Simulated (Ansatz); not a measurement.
## FHSZn, SMILES [F][Zn][SH]: vertical and adiabatic energies of changing the electron count, step by step

Computed with the Ansatz DFT code, driven from Python.

Interactive session:
```pycon
>>> import warnings
>>> import ansatz as az
>>> import numpy as np
>>> BASIS = "def2-SVP"
>>> XC = "pbe"
>>> CHARGE = 1
>>> GEOMETRY = """
... F     0.00790    0.12220    1.69800
... Zn   -0.90540    0.28010    0.56360
... S    -0.21150    0.06810   -1.14900
... H     1.16460   -0.53070   -1.13290
... """
>>> warnings.simplefilter("ignore", az.DeckWarning)
>>> molecule = az.Crystal.molecule()
>>> for line in GEOMETRY.strip().splitlines():
...     symbol, *xyz = line.split()
...     molecule = molecule.atom(symbol, [float(v) for v in xyz])
...
>>> model = molecule.calculation().basis(gaussian=BASIS).functional(XC)
>>> symbols = [site.symbol for site in molecule.cartesian_sites]
>>> start = np.array([site.position_ang for site in molecule.cartesian_sites], dtype=float)
>>> data = model.relax(force_tolerance=0.01).run(threads=1, pin="off").report
>>> end = np.array(data["positions_ang"])
>>> minimum = az.Crystal.molecule()
>>> for symbol, place in zip(symbols, end):
...     minimum = minimum.atom(symbol, place.tolist())
...
>>> ion = (
...     minimum.calculation()
...     .basis(gaussian=BASIS)
...     .functional(XC)
...     .charge(CHARGE)
...     .spin("collinear", total=1)
... )
>>> vertical = ion.run(threads=1, pin="off").report
>>> settled = ion.relax(force_tolerance=0.01, max_steps=80).run(threads=1, pin="off").report
>>> print(f"vertical ionisation energy   {vertical['free_energy_ev'] - data['free_energy_ev']:.3f} eV")
vertical ionisation energy   9.824 eV
>>> print(f"adiabatic, no zero point     {settled['free_energy_ev'] - data['free_energy_ev']:.3f} eV")
adiabatic, no zero point     9.763 eV
>>> print(f"relaxation energy of the ion {vertical['free_energy_ev'] - settled['free_energy_ev']:.3f} eV")
relaxation energy of the ion 0.062 eV
>>> ionised = np.array(settled["positions_ang"])
>>> print("final positions (A) and the move of each atom")
final positions (A) and the move of each atom
>>> for symbol, xyz, old in zip(symbols, ionised, end):
...     print(f"{symbol:2s} {xyz[0]:10.5f} {xyz[1]:10.5f} {xyz[2]:10.5f}   {np.linalg.norm(xyz - old):7.4f}")
...
F    -0.42473    0.27621    2.44122    0.0695
Zn   -0.33270    0.15819    0.70359    0.0737
S    -0.23175    0.01192   -1.56348    0.0392
H     1.04479   -0.50662   -1.60163    0.1039
```

The energies are electronic: no zero-point or thermal terms, and the basis set is short of its limit. The product may relax into another structure. The relaxation finds the nearest minimum, so the adiabatic value is an upper bound. Timing: 52 s on 1 thread of Arm Neoverse V1 (shared host), peak memory 0.24 GiB.
